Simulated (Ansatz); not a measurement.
# CH₈Al₂OSi: how energies converge with the basis set

Aim: see how fast density functionals converge with the basis set for CH₈Al₂OSi.

Method: one geometry, several basis sets; program: Ansatz 0.2.0, Gaussian basis.

The runs, in order: PBE0-D4/def2-SVP; ωB97M-V/def2-SVP; PBE0-D4/def2-QZVPP; ωB97M-V/def2-QZVPP; the functionals' def2-TZVPP values are taken from earlier runs.

## (1) Structure used throughout

All runs share one geometry, relaxed beforehand with PBE0-D4 in a triple-zeta def2 set.

13 atoms, charge 0, spin multiplicity 1.

Atoms are counted from 1 here; the program's logs count them from 0.

Bond lengths: O1–Si2 1.725 Å, O1–Al5 2.008 Å, O1–H6 0.962 Å, Si2–C3 1.825 Å, Si2–H7 1.485 Å, Si2–H8 1.488 Å, C3–Al4 2.017 Å, C3–H9 1.094 Å, C3–H10 1.099 Å, Al4–Al5 2.571 Å, Al4–H11 1.598 Å, Al5–H12 1.601 Å, Al5–H13 1.602 Å. Angles: Si2–O1–Al5 127.5°, Si2–O1–H6 116.3°, Al5–O1–H6 115.6°, O1–Si2–C3 106.7°, O1–Si2–H7 106.4°, O1–Si2–H8 102.5°, C3–Si2–H7 112.6°, C3–Si2–H8 118.6°, H7–Si2–H8 108.9°, Si2–C3–Al4 110.4°, Si2–C3–H9 111.3°, Si2–C3–H10 110.4°, Al4–C3–H9 112.2°, Al4–C3–H10 104.9°, H9–C3–H10 107.5°, C3–Al4–Al5 102.1°, C3–Al4–H11 113.3°, Al5–Al4–H11 144.6° and more.

## (2) PBE0-D4 in def2-SVP

File in.yaml:

```yaml
crystal:
  periodic: [false, false, false]
  atoms:
    - {symbol: O, position_ang: [0.563733, 1.232280, -0.237107]}
    - {symbol: Si, position_ang: [1.446059, -0.207546, 0.114977]}
    - {symbol: C, position_ang: [0.247776, -1.404072, 0.794618]}
    - {symbol: Al, position_ang: [-1.603383, -1.022728, 0.089320]}
    - {symbol: Al, position_ang: [-1.360755, 1.380617, -0.789896]}
    - {symbol: H, position_ang: [1.078813, 2.041744, -0.302132]}
    - {symbol: H, position_ang: [2.039856, -0.660000, -1.168883]}
    - {symbol: H, position_ang: [2.533958, 0.290341, 0.998906]}
    - {symbol: H, position_ang: [0.560135, -2.434152, 0.598807]}
    - {symbol: H, position_ang: [0.165221, -1.286178, 1.883913]}
    - {symbol: H, position_ang: [-2.617549, -2.241247, 0.286320]}
    - {symbol: H, position_ang: [-1.809133, 2.627693, 0.109140]}
    - {symbol: H, position_ang: [-1.224228, 1.648346, -2.363083]}
basis:
  gaussian: {orbitals: def2-SVP}
hamiltonian: {xc: pbe0, dispersion: d4}
output: {orbitals: {seedname: orbitals}}
```

Further steps of the session: ωB97M-V in def2-SVP; PBE0-D4 in def2-QZVPP; ωB97M-V in def2-QZVPP.

Q: Predict the results of all the runs planned. Wanted: PBE0-D4: double and triple zeta above quadruple; ωB97M-V: double and triple zeta above quadruple.

As calculated:

| quantity | value |
| --- | --- |
| PBE0-D4: double and triple zeta above quadruple | 12.05, 0.86 eV |
| ωB97M-V: double and triple zeta above quadruple | 12.14, 0.82 eV |

What this shows: For PBE0-D4 the step from double to triple zeta gains 11.19 eV and the next only 0.86 eV. These are total energies; as a rule much of such shifts cancels in differences, which this series doesn't test.
